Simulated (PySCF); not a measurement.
# C4H9GaSi: the cost of one run

Computed with PySCF 2.14.0 and routines of our own; the level stands in each step. Atoms count from 0.

### 1 The system as given

15 atoms, charge 0, multiplicity 1; geometry from: GFN2-xTB.

### 2 Optimising the geometry at PBE0-D3(BJ)/def2-SVP

What the job is given:

```
{"job": {"xc": "PBE0", "basis": "def2-SVP", "d3": "d3bj", "grid": 1, "kind": "geom"}, "charge": 0, "multiplicity": 1}
C      4.634430    -0.323313     0.541812
C      3.476831    -0.458152     0.218036
Ga     1.570575    -0.662179    -0.266029
C     -0.053810     0.402620     0.370102
C     -1.252009    -0.244710    -0.333617
Si    -2.895067     0.598234     0.120490
H      5.648937    -0.214294     0.814255
H      1.294403    -1.837468    -1.299440
H     -0.168563     0.361578     1.458971
H      0.026919     1.463253     0.107418
H     -1.294341    -1.309524    -0.073951
H     -1.099280    -0.206320    -1.419188
H     -3.086704     0.495541     1.569550
H     -3.990847    -0.065886    -0.586163
H     -2.815888     2.008608    -0.266780
```

Run with:

```bash
$ OMP_NUM_THREADS=1 python excited_run.py task.json out
```

One launch serves the whole session: the jobs run in the order shown.

Q: Estimate the wall time and peak memory of this first job on 1 thread of Arm Neoverse V1, shared host.

About 66 s, with a peak of 0.67 GiB.
